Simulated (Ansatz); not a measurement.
# SnN2F2 (C2/m) in Ansatz: reference runs

Reference runs on SnN2F2: the cell as given and a disturbed copy.

Program: Ansatz 0.2.0. These are calculated values, not measurements. Logs are shortened: lines on timing, memory, paths and dates and some standing lists are left out, and cuts for length are marked.

## (1) The crystal as given

Symmetry: C2/m, No. 12, monoclinic system. The conventional cell has a = 8.794 Å, b = 5.294 Å, c = 3.737 Å, α = 90.00°, β = 109.59°, γ = 90.00°. Sn (site symmetry 2/m) has 4 F at 2.35 Å as nearest neighbours. Around F (site symmetry m) lie 2 Sn at 2.35 Å and 1 N at 2.55 Å. N (site symmetry m) is surrounded by 1 N at 1.12 Å.

The cell comes from a database or a generator and needn't be the stable form of this composition.

## (2) Single point, PBE

input.yaml

```yaml
crystal:
  lattice:
    - [4.397039, -2.647013, 0.0]
    - [4.397039, 2.647013, 0.0]
    - [-1.252948, 0.0, 3.52112]
  atoms:
    - { symbol: Sn, position: [0.0, 0.0, 0.0] }
    - { symbol: F, position: [0.172356, 0.172356, 0.636529] }
    - { symbol: F, position: [0.827644, 0.827644, 0.363471] }
    - { symbol: "N", position: [0.461994, 0.461994, 0.093931] }
    - { symbol: "N", position: [0.538006, 0.538006, 0.906069] }
hamiltonian:
  xc: pbe
  pseudopotentials: { kind: paw }
kpoints:
  mp_grid: { grid: [6, 6, 8] }
scf:
  occupations: { method: fermi_dirac, width: 0.05 }
output:
  forces: true
  stress: true
  eigenvalues: true
  write_density: true
  write_potential: true
  elf: true
  volumetric_format: npy
```

Potentials or basis: Ansatz PAW.

Started as:

```sh
$ ansatz run input.yaml --threads 2 --pin off --max-ram 5120MiB --backend cpu --events-out ev --progress --plain --runs-dir out
```

Log:

```text
Warning: RAYON_NUM_THREADS=2 ignored (pool sized by the plan → 2); use --threads N
Engine: ansatz 0.2.0, x86_64-unknown-linux-gnu
Pseudopotentials: kind: paw
Pseudopotential: Sn, paw, valence charge 14, recommended cutoff 420 eV (normal), Sn.paw.azcp
Pseudopotential: F, paw, valence charge 7, recommended cutoff 420 eV (normal), F.paw.azcp
Pseudopotential: N, paw, valence charge 5, recommended cutoff 420 eV (normal), N.paw.azcp
Functional definition: PBE
  parameter kappa = 0.804
  parameter beta = 0.06672455060314922
  exchange = pbe_x(kappa = kappa, mu = beta*pi^2/3)
  correlation = pbe_c(beta = beta)
Crystal: 5 atoms, lattice volume = 81.965 Å³
Basis set: ecut = 420 eV, 1585 PW (Γ), exchange–correlation on 72×72×50 points (8 copies of the dense FFT grid, shifted against one another)
Bands: 24, of which v1, the nominal top of the filled ones, is band 19 counted from 1 (18 counted from 0)
Symmetry: 4 space group operations
Space group: C2/m (ITA 12), of the structure as read, at distance tolerance 4.3e-5 Å
k-points: 89 of 288
Non-local potential: Sn, projectors of the file, l = 0: 2, l = 1: 2, l = 2: 2, l = 3: 2
Non-local potential: F, projectors of the file, l = 0: 2, l = 1: 2, l = 2: 1
Non-local potential: N, projectors of the file, l = 0: 2, l = 1: 2, l = 2: 1
PAW form: soft (Blöchl's): semilocal exchange-correlation on the pseudo side does not see the compensation charge
PAW one-centre angular grid: Sn, 590 points (default); XC on 64 Gauss nodes
PAW one-centre angular grid: F, 110 points (default); XC on 64 Gauss nodes
PAW one-centre angular grid: N, 110 points (default); XC on 64 Gauss nodes
Initial density: superposition of atomic densities (neutral atoms: chi_scale 0, normalization atom), corrected by the library's trained network
Initial wavefunctions: pseudopotential atomic-orbital guess
Functional: x = pbe(κ = 0.804, μ = 0.2195149727645171), c = pbe(β = 0.06672455060314922)
SCF iter   1: F=—  HF=-8408.007267 eV  |F-HF|=—  |Δ(HF+E_count)|=         —  Δρ=1.38e-2  dr2=1.63e-1  ethr=1.77e-3  ⟨swp⟩=6.1  Hψ=11126  notcnv=0
preconditioner: auto → none  [insulator: Δε(μ)=1.519 eV  Ē_g=15.863 eV  σ=0.050 eV  W_gap=1.00  n_scr=16 (ndim 8)  ℏωp=25.3 eV  f_vac=0.140  D(μ)=0.00/eV (n_scr^D=0)  ε∞_Penn≈3.5]
SCF iter   2: F=—  HF=-8407.959152 eV  |F-HF|=—  |Δ(HF+E_count)|=   4.81e-2  Δρ=9.66e-3  dr2=4.14e-2  ethr=4.29e-4  ⟨swp⟩=3.3  Hψ=4623  notcnv=0  defer=25
SCF iter   3: F=—  HF=-8407.952133 eV  |F-HF|=—  |Δ(HF+E_count)|=   7.02e-3  Δρ=4.27e-3  dr2=8.75e-3  ethr=1.09e-4  ⟨swp⟩=2.3  Hψ=4590  notcnv=0
SCF iter   4: F=—  HF=-8407.950740 eV  |F-HF|=—  |Δ(HF+E_count)|=   1.39e-3  Δρ=1.47e-3  dr2=8.91e-4  ethr=2.30e-5  ⟨swp⟩=2.0  Hψ=2791  notcnv=0
SCF iter   5: F=—  HF=-8407.950695 eV  |F-HF|=—  |Δ(HF+E_count)|=   4.56e-5  Δρ=4.27e-4  dr2=5.83e-5  ethr=2.35e-6  ⟨swp⟩=2.3  Hψ=3036  notcnv=0
SCF iter   6: F=—  HF=-8407.950723 eV  |F-HF|=—  |Δ(HF+E_count)|=   2.83e-5  Δρ=6.31e-5  dr2=1.38e-6  ethr=1.54e-7  ⟨swp⟩=2.2  Hψ=3108  notcnv=0
SCF iter   7: F=-8407.950724 eV  HF=-8407.950723 eV  |F-HF|=1.73e-8  |Δ(HF+E_count)|=   5.69e-7  Δρ=8.41e-6  dr2=3.19e-8  ethr=2.63e-10  ⟨swp⟩=8.1  Hψ=16748  notcnv=0
SCF 1 converged in 7 iterations: F = -8407.950724 eV  dr2 = 3.19e-8
SCF converged after 7 iterations
Free energy (F): -8407.950724 eV
Harris-Foulkes:  -8407.950723 eV  (|F-HF|=1.73e-8)
Internal energy: -8407.950720 eV  (E = F + TS)
E sigma→0 (E₀):  -8407.950722 eV
Entropy (-TS):   -0.000003 eV (-0.001 meV/atom)
Fermi energy:    4.663629 eV
--- Per-component energies (eV) ---
  E_band       = -295.892093
  E_kinetic    = 849.048708
  E_local      = -2973.672070  (includes V_loc(G=0)·N_el)
  E_nonlocal   = 209.234758
  E_hartree    = 1291.123739
  E_xc         = -659.784622
  E_vxc        = -448.607661  (∫ρ·V_xc dr)
  E_paw        = -4784.615923  (= ΣΔE_a)
  E_vpaw       = -514.145518  (= ΣTr[D̂ρ^β])
  E_aug_tail   = 0.004277  (compensation charges beyond the density's cutoff)
  E_ewald      = -2339.289587
  E_smearing   = -0.000003  (= −TS)
  E_closure    = -0.000000  (closes the sum)
  Σ components = -8407.950724   (vs F -8407.950724, Δ=0.00e0)
--- Forces (eV/Å), atoms counted from 1 ---
  atom   1  Sn     0.00000000     0.00000000     0.00000000
  atom   2  F     -0.17196921     0.00000000    -0.06339696
  atom   3  F      0.17196921     0.00000000     0.06339696
  atom   4  N      1.28749420     0.00000000    -0.85399931
  atom   5  N     -1.28749420     0.00000000     0.85399931
  max |Σ_I F_I| component: 1.11e-16 eV/Å
--- Stress (GPa, compression-positive) ---
       -0.514455       0.000000       1.770949
        0.000000      16.189136       0.000000
        1.770943       0.000000       0.231753
  P = ⅓ Tr σ = 5.3021 GPa (53.021 kbar)
--- Band table (eV; the first three rows and the last of 89) ---
  k-point 0: bands = ["-19.7993", "-18.0085", "-17.5433", "-16.8035", "-16.7505", "-16.7071", "-16.6283", "-16.5069", "-4.9635", "-4.1957", "-2.9268", "-2.7116", "-1.4364", "0.1679", "0.7651", "0.8305", "1.1792", "1.3505", "2.2431", "6.0071", "6.2721", "8.1992", "8.7547", "11.3354"]
  k-point 1: bands = ["-19.7932", "-17.9738", "-17.6271", "-16.8030", "-16.7529", "-16.7106", "-16.5299", "-16.5247", "-5.0755", "-4.1733", "-3.0319", "-2.6678", "-1.3507", "0.0346", "0.5812", "0.8476", "1.1811", "1.3721", "2.5641", "5.9455", "6.3389", "8.4354", "8.7703", "10.7171"]
  k-point 2: bands = ["-19.7785", "-17.8835", "-17.7840", "-16.8020", "-16.7589", "-16.7297", "-16.5647", "-16.3363", "-5.3257", "-4.1180", "-3.1252", "-2.7796", "-1.1346", "-0.0876", "0.2211", "0.8978", "1.1740", "1.3725", "3.1260", "5.8018", "6.5540", "8.8086", "8.9228", "9.9139"]
  k-point 88: bands = ["-19.7561", "-17.9814", "-17.6964", "-16.8015", "-16.7997", "-16.7674", "-16.5985", "-16.1234", "-5.6452", "-4.0632", "-3.3099", "-2.7525", "-1.2364", "-0.1753", "0.0065", "0.8481", "1.3265", "1.3386", "3.7529", "5.5883", "7.1517", "8.7420", "9.2229", "9.8246"]
```

It took 12 s on 2 threads of Intel Xeon at 2.50GHz (Skylake/Cascade Lake), shared host; peak memory 0.47 GiB.

Results:

* Free energy: -8407.9507 eV
* Pressure: 5.3 GPa
* Largest force: 1.545 eV/Å
* Band gap on the k mesh: 0.97 eV, direct

Forces on the atoms (eV/Å):
```
Sn   0.000  0.000  0.000
F   -0.172  0.000 -0.063
F    0.172  0.000  0.063
N    1.287  0.000 -0.854
N   -1.287  0.000  0.854
```

Levels at points of the mesh, in eV from the valence-band top:
| k point | band 17 | band 18 | band 19 | band 20 | band 21 | band 22 |
| --- | --- | --- | --- | --- | --- | --- |
| (0.00, 0.00, 0.00) | -3.01 | -2.84 | -1.94 | 1.82 | 2.09 | 4.01 |
| (0.00, 0.00, -0.50) | -3.11 | -2.87 | -0.56 | 1.42 | 2.83 | 4.61 |
| (0.00, -0.50, 0.00) | -3.05 | -2.99 | -1.20 | 1.32 | 1.97 | 3.00 |
| (0.00, -0.50, -0.50) | -2.93 | -2.69 | 0.00 | 0.97 | 2.83 | 2.88 |
| (-0.50, -0.50, 0.00) | -2.90 | -2.73 | -1.63 | 1.87 | 1.98 | 2.90 |
| (-0.50, -0.50, -0.50) | -2.86 | -2.85 | -0.43 | 1.40 | 2.97 | 4.56 |

Caveat: the pressure holds a Pulay correction of +0.5 GPa for the finite cutoff; spin-orbit coupling is left out, which moves the levels of the heavy elements; forces of over 1 eV/Å show positions far from the minimum, so gaps and moduli don't describe the material at rest.

## (3) Single point, PBE (atoms moved at random, drawn with an rms of 0.05 Å)

input.yaml

```yaml
crystal:
  lattice:
    - [4.397039, -2.647013, 0.0]
    - [4.397039, 2.647013, 0.0]
    - [-1.252948, 0.0, 3.52112]
  atoms:
    - { symbol: Sn, position: [0.007675, 0.000768, 0.010585] }
    - { symbol: F, position: [0.168175, 0.161407, 0.626343] }
    - { symbol: F, position: [0.81931, 0.836903, 0.371034] }
    - { symbol: "N", position: [0.462319, 0.463219, 0.087113] }
    - { symbol: "N", position: [0.528595, 0.541803, 0.908417] }
hamiltonian:
  xc: pbe
  pseudopotentials: { kind: paw }
kpoints:
  mp_grid: { grid: [6, 6, 8] }
scf:
  occupations: { method: fermi_dirac, width: 0.05 }
output:
  forces: true
  stress: true
  eigenvalues: true
  write_density: true
  write_potential: true
  elf: true
  volumetric_format: npy
```

Potentials or basis: Ansatz PAW.

Started as:

```sh
$ ansatz run input.yaml --threads 2 --pin off --max-ram 5120MiB --backend cpu --events-out ev --progress --plain --runs-dir out
```

Log:

```text
Warning: RAYON_NUM_THREADS=2 ignored (pool sized by the plan → 2); use --threads N
[... 8 set-up lines as earlier in the session ...]
[... 50 lines left out ...]
  E_closure    = -0.000000  (closes the sum)
  Σ components = -8407.826186   (vs F -8407.826186, Δ=0.00e0)
--- Forces (eV/Å), atoms counted from 1 ---
  atom   1  Sn    -0.29300513     0.32189881    -0.03876551
  atom   2  F      0.18482444     0.01842712     0.13856396
  atom   3  F      0.16306877    -0.04983636    -0.04985267
  atom   4  N     -5.04679970    -0.38313896     3.77459147
  atom   5  N      4.99199973     0.09260721    -3.82457865
  max |Σ_I F_I| component: 8.81e-5 eV/Å
--- Stress (GPa, compression-positive) ---
       10.755064       0.550219      -5.853686
        0.550219      16.954429      -0.355209
       -5.853692      -0.355210       7.293066
  P = ⅓ Tr σ = 11.6675 GPa (116.675 kbar)
--- Band table (eV; the first three rows and the last of 148) ---
  k-point 0: bands = ["-20.6554", "-18.1865", "-17.4888", "-16.7739", "-16.7134", "-16.6869", "-16.5942", "-16.4585", "-4.7263", "-4.6255", "-3.4390", "-2.8206", "-1.4365", "-0.0567", "0.7162", "0.8264", "1.1896", "1.3455", "2.2800", "6.5393", "6.7910", "8.1961", "8.6825", "11.5458"]
  k-point 1: bands = ["-20.6508", "-18.1669", "-17.5582", "-16.7736", "-16.7160", "-16.6915", "-16.5057", "-16.4624", "-4.8074", "-4.6298", "-3.5222", "-2.7968", "-1.3842", "-0.1651", "0.6219", "0.7302", "1.1996", "1.3828", "2.6045", "6.4754", "6.8625", "8.4376", "8.6978", "10.8642"]
  k-point 2: bands = ["-20.6395", "-18.1372", "-17.6546", "-16.7727", "-16.7227", "-16.7124", "-16.5223", "-16.2845", "-5.0402", "-4.5919", "-3.6105", "-2.9205", "-1.2240", "-0.2566", "0.2493", "0.7651", "1.2156", "1.4030", "3.1987", "6.3239", "7.0820", "8.7043", "8.9816", "10.0340"]
  k-point 147: bands = ["-20.6226", "-18.1725", "-17.6264", "-16.7870", "-16.7705", "-16.7304", "-16.5589", "-16.0632", "-5.3566", "-4.5454", "-3.7596", "-2.9182", "-1.3422", "-0.2283", "-0.1259", "0.7282", "1.3538", "1.3787", "3.8828", "6.1309", "7.7061", "8.5791", "9.3044", "10.0142"]
```

v_z.tsv:

```text
# z_ang	v_es[eV]	v_tot[eV]
# format = ansatz-planar-average/11
# xc	pbe
# density_cutoff_ev	1680
# datasets	Sn=:simpson_from_first_knot:soft	F=:simpson_from_first_knot:soft	N=:simpson_from_first_knot:soft
# lattice	4.397039000	-2.647013000	0.000000000
# lattice	4.397039000	2.647013000	0.000000000
# lattice	-1.252948000	0.000000000	3.521120000
# sites	5
# site	50	0.023861746	-0.018282919	0.037271055
# site	9	0.664409699	-0.017914984	2.205428864
# site	9	6.817546845	0.046568900	1.306455238
# site	7	3.960478623	0.002382312	0.306735327
# site	7	3.568382488	0.034961748	3.198645267
0.000000	6.895242e-1	-1.012884e1
0.149496	8.015641e-1	-9.962689e0
0.298992	9.754109e-1	-9.499443e0
0.448488	1.250502e0	-8.781458e0
0.597984	1.858462e0	-7.667942e0
0.747480	2.673593e0	-6.377845e0
[... 17 lines left out ...]
3.438409	7.192863e-1	-9.531103e0
3.587905	6.237069e-1	-1.001636e1
```

Run time: 32 s. Hardware: 2 threads of Intel Xeon at 2.50GHz (Skylake/Cascade Lake), shared host; peak memory 0.52 GiB.

What came out:

- Free energy: -8407.8262 eV
- Pressure: 11.7 GPa
- Largest force: 6.314 eV/Å
- Band gap on the k mesh: 1.32 eV, direct

Forces in eV/Å, atoms in the order of the input:
```
Sn  -0.293  0.322 -0.039
F    0.185  0.018  0.139
F    0.163 -0.050 -0.050
N   -5.047 -0.383  3.775
N    4.992  0.093 -3.825
```

Stress tensor (GPa, compression positive):
```
10.76  0.55 -5.85
 0.55 16.95 -0.36
-5.85 -0.36  7.29
```

Caveat: the pressure holds a Pulay correction of +0.5 GPa for the finite cutoff; spin-orbit coupling is left out, which moves the levels of the heavy elements.
